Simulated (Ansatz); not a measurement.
Task: a projected density of states of Li₃Zn, space group I4/mmm, with Ansatz 0.2.0 through its Python package. Give the script and its output. Settings: r2SCAN, PAW, cutoff 500 eV, 10×10×10 k-points, cold smearing of 0.15 eV.

`li3zn.xyz`
```text
4
Lattice="-2.14182092 2.14182092 3.48181719 2.14182092 -2.14182092 3.48181719 2.14182092 2.14182092 -3.48181719" Properties=species:S:1:pos:R:3 pbc="T T T"
Li    0.00000000    2.14182092    1.74090860
Li    2.14182092    0.00000000    1.74090860
Li    0.00000000    0.00000000    3.48181719
Zn    0.00000000    0.00000000    0.00000000
```

`run_pdos.py`:
```python
"""Projected density of states of Li3Zn."""

import logging
import sys
import warnings

import ansatz as az
import numpy as np

logging.basicConfig(stream=sys.stdout, format="%(levelname)s %(message)s")
log = logging.getLogger("li3zn")
log.setLevel(logging.INFO)


def main() -> None:
    warnings.simplefilter("ignore", az.DeckWarning)

    system = az.Crystal.from_extxyz("li3zn.xyz")

    setup = system.calculation()
    setup = setup.functional(az.Functional.R2SCAN)
    setup = setup.basis(500, xc_grid=1)
    setup = setup.kpoints(spacing=0.23)
    setup = setup.occupations("cold", width=150 * az.meV).scf(tolerance=1e-06)
    setup = setup.scf(extra_bands=14)
    setup = setup.density_of_states(projected=True, method="smearing", broadening_width=0.15, energy_step=0.1)
    planned = setup.session().plan(threads=1)
    facts = planned.describe()
    print("plan:", facts["n_bands"], "bands,", len(facts["kpoints_frac"]), "k-points, plane waves", facts["n_pw_range"], "grid", facts["fft_dense"])
    out = planned.execute()
    summary = out.report

    dos = out.density_of_states()
    energy = np.asarray(dos.energies_ev) - dos.fermi_ev
    curves = {}
    for site in out.projected_density_of_states().sites:
        for shell in site.shells:
            weight = sum(np.sum(curve.g_bin_mean_per_ev, axis=0) for curve in shell.curves)
            name = f"{site.species} {shell.label}"
            curves[name] = curves.get(name, 0) + weight

    step = energy[1] - energy[0]
    windows = [(-6, -3), (-3, 0), (0, 4)]
    print("states by shell in windows of E - E_F (eV):", windows)
    for name, g in curves.items():
        print(f"{name:8s}", " ".join(f"{step * g[(energy >= a) & (energy < b)].sum():8.3f}" for a, b in windows))
    filled = (energy < 0) & (energy > -6)
    for name, g in curves.items():
        if g[filled].sum() * step > 0.5:
            log.info(f"centre of {name}: {np.average(energy[filled], weights=g[filled]):.2f} eV")


if __name__ == "__main__":
    main()
```

```console
$ python run_pdos.py
plan: 25 bands, 102 k-points, plane waves [1588, 1636] grid [36, 36, 36]
states by shell in windows of E - E_F (eV): [(-6, -3), (-3, 0), (0, 4)]
Li 1S       0.033    0.015    0.025
Li 2S       0.752    1.957    1.033
Zn 4S       1.125    0.272    0.272
Zn 3D       0.012    0.009    0.007
INFO centre of Li 2S: -2.27 eV
INFO centre of Zn 4S: -3.85 eV
```

Reading the output:
- The settings weren't tested for convergence.
- xc_grid=1 is under the default for a meta-GGA and makes forces and stresses depend on the grid.
- This cell is a computed structure, which may not be the phase found in nature.
- Curves are summed over the cell's atoms. Only shells that the potentials hold have channels, so projections don't add up to the total, least of all where a shell is missing (p of most metals); heights and places of peaks move with the mesh.
- The density of states is complete only as far up as bands were computed.
- A band centre counts only the states inside the window taken.
- Hardware and time: 16 s on 1 thread of Arm Neoverse V2 (shared host), peak memory 0.51 GiB.
